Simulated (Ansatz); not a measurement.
# C2H3ClOZn: up Jacob's ladder to CCSD(T)

An exercise on one series of results from a longer session: the logs are not shown, and one member is left open.

Computed with Ansatz 0.2.0, Gaussian basis. Level: functionals in def2-TZVPP, the program's frozen cores in correlated methods.

Plan: LDA (SPW92), PBE-D4, revPBE-D4, BLYP-D4, r2SCAN-D4, B97M-V, PBE0-D4, B3LYP-D4, r2SCANh-D4, r2SCAN0-D4, HSE06-D4, BHLYP-D4, CAM-B3LYP-D4, LC-ωPBE, ωB97X-V, ωB97M-V, B2PLYP, PBE-QIDH; CCSD(T)/def2-SVP; CCSD(T)/def2-TZVPP; MP2/def2-QZVPP; extrapolation to the limit; RPA on PBE.

### The geometry

An earlier PBE0-D4 in a triple-zeta def2 set relaxation fixed the geometry.

SMILES `Cl[CH]1C[O][Zn]1`, 8 atoms, charge 0, spin multiplicity 1.

Atoms are counted from 1 here; the program's logs count them from 0.

Bond lengths: Cl1–C2 1.747 Å, C2–C3 1.553 Å, C2–Zn5 2.039 Å, C2–H6 1.089 Å, C3–O4 1.401 Å, C3–H7 1.098 Å, C3–H8 1.102 Å, O4–Zn5 1.886 Å. Angles: Cl1–C2–C3 116.4°, Cl1–C2–Zn5 126.2°, Cl1–C2–H6 108.2°, C3–C2–Zn5 80.1°, C3–C2–H6 114.1°, Zn5–C2–H6 109.6°, C2–C3–O4 111.2°, C2–C3–H7 108.0°, C2–C3–H8 107.0°, O4–C3–H7 112.4°, O4–C3–H8 109.2°, H7–C3–H8 108.7°, C3–O4–Zn5 89.6°, C2–Zn5–O4 76.7°.

Coordinates:

```csv
atom,x (Å),y (Å),z (Å)
Cl1,-1.8329,0.4682,1.2272
C2,-0.2967,0.6313,0.4122
C3,0.3233,-0.6719,-0.1615
O4,0.8864,-0.4520,-1.4256
Zn5,-0.0158,1.2015,-1.5256
H6,0.3737,1.1950,1.0590
H7,-0.4599,-1.4409,-0.1798
H8,1.1139,-0.9882,0.5382
```

The first run:

Input file in.yaml:

```yaml
crystal:
  periodic: [false, false, false]
  atoms:
    - {symbol: Cl, position_ang: [-1.832948, 0.468236, 1.227180]}
    - {symbol: C, position_ang: [-0.296711, 0.631288, 0.412183]}
    - {symbol: C, position_ang: [0.323317, -0.671873, -0.161460]}
    - {symbol: O, position_ang: [0.886443, -0.452011, -1.425580]}
    - {symbol: Zn, position_ang: [-0.015764, 1.201461, -1.525649]}
    - {symbol: H, position_ang: [0.373732, 1.194963, 1.058992]}
    - {symbol: H, position_ang: [-0.459884, -1.440930, -0.179806]}
    - {symbol: H, position_ang: [1.113913, -0.988234, 0.538240]}
basis:
  gaussian: {orbitals: def2-TZVPP}
hamiltonian: {xc: lda}
output: {orbitals: {seedname: orbitals}}
```

The run is started by

```bash
$ ansatz run in.yaml --threads 4 --pin off --events-out ev --progress --plain --max-ram 10444MiB
```

Among the steps run: LDA; PBE-D4 (GGA); revPBE-D4 (GGA); BLYP-D4 (GGA); r2SCAN-D4 (meta-GGA); B97M-V (meta-GGA); PBE0-D4 (hybrid); B3LYP-D4 (hybrid); r2SCANh-D4 (hybrid); r2SCAN0-D4 (hybrid); HSE06-D4 (hybrid); BHLYP-D4 (hybrid); CAM-B3LYP-D4 (range-separated); LC-ωPBE (range-separated); ωB97X-V (range-separated); ωB97M-V (range-separated); B2PLYP (double hybrid); PBE-QIDH (double hybrid).

One of the session's tables, all rows but one given; the rest of the session is left out.

It belongs to the step «Orbital energies across the functionals». 

| functional | HOMO (eV) | LUMO (eV) | gap (eV) |
| --- | --- | --- | --- |
| LDA (SPW92) | -5.72 | -3.95 | 1.76 |
| PBE-D4 | -5.53 | -3.74 | 1.79 |
| revPBE-D4 | -5.45 | -3.66 | 1.80 |
| BLYP-D4 | -5.45 | -3.71 | 1.74 |
| r2SCAN-D4 | -5.77 | -3.67 | 2.10 |
| B97M-V | ? | ? | ? |
| PBE0-D4 | -6.72 | -3.08 | 3.64 |
| B3LYP-D4 | -6.57 | -3.35 | 3.22 |
| r2SCANh-D4 | -6.22 | -3.41 | 2.82 |
| r2SCAN0-D4 | -6.87 | -3.02 | 3.85 |
| HSE06-D4 | -6.32 | -3.44 | 2.88 |
| BHLYP-D4 | -7.73 | -2.46 | 5.26 |
| CAM-B3LYP-D4 | -8.03 | -2.29 | 5.74 |
| LC-ωPBE | -9.21 | -1.21 | 7.99 |
| ωB97X-V | -8.90 | -1.29 | 7.61 |
| ωB97M-V | -8.83 | -1.41 | 7.42 |

Estimate the missing values for B97M-V.

As computed: HOMO (eV): -5.83; LUMO (eV): -3.83; gap (eV): 2.00. In the column «HOMO (eV)» it lies between r2SCANh-D4 (-6.22) and r2SCAN-D4 (-5.77).
